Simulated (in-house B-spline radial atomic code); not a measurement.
**Ge²⁺: ionisation energy by several methods**

One table from this session's results is given with a row withheld; the runs are named, their logs left out.

Method: Dirac-Coulomb, several functionals; spherical all-electron atom at the radial basis limit. Code: in-house B-spline radial atomic code version 1.

## What is computed

* element: germanium (Z = 32)
* charge: +2
* electrons: 30
* configuration: [Ar] 3d10 4s2
* nucleus: Fermi, rms radius 4.074 fm

The outer shells:

[Ar] 3d10 4s2
```
[Ar] core
3d [↑↓][↑↓][↑↓][↑↓][↑↓]
4s [↑↓]
```

Set-up of the first run:

Settings of the run:

```ini
Z = 32
electrons = 30.0
configuration = [Ar] 3d10 4s2
hamiltonian = dirac
method = optx,lyp
spin_polarised = False
nucleus = fermi
rms_radius = 4.0742
mass_number = 74
atomic_mass = 73.92117776
speed_of_light = 137.035999084
```

Steps of the session up to this table: OLYP; BLYP; PBEsol; BP86; RPBE; PW91.

One table of the session follows, with a row left open; its other results are not shown here.

```
method  ΔSCF (eV)  with Breit, QED, recoil (eV)
  OLYP     34.300                        34.278
  BLYP          ?                             ?
PBEsol     34.789                        34.767
  BP86     34.997                        34.976
  RPBE     34.569                        34.547
  PW91     34.901                        34.879
```

**Question.** Estimate the row for BLYP.

As computed: ΔSCF (eV): 34.947; with Breit, QED, recoil (eV): 34.925. In the column «ΔSCF (eV)» it lies between PW91 (34.901) and BP86 (34.997).
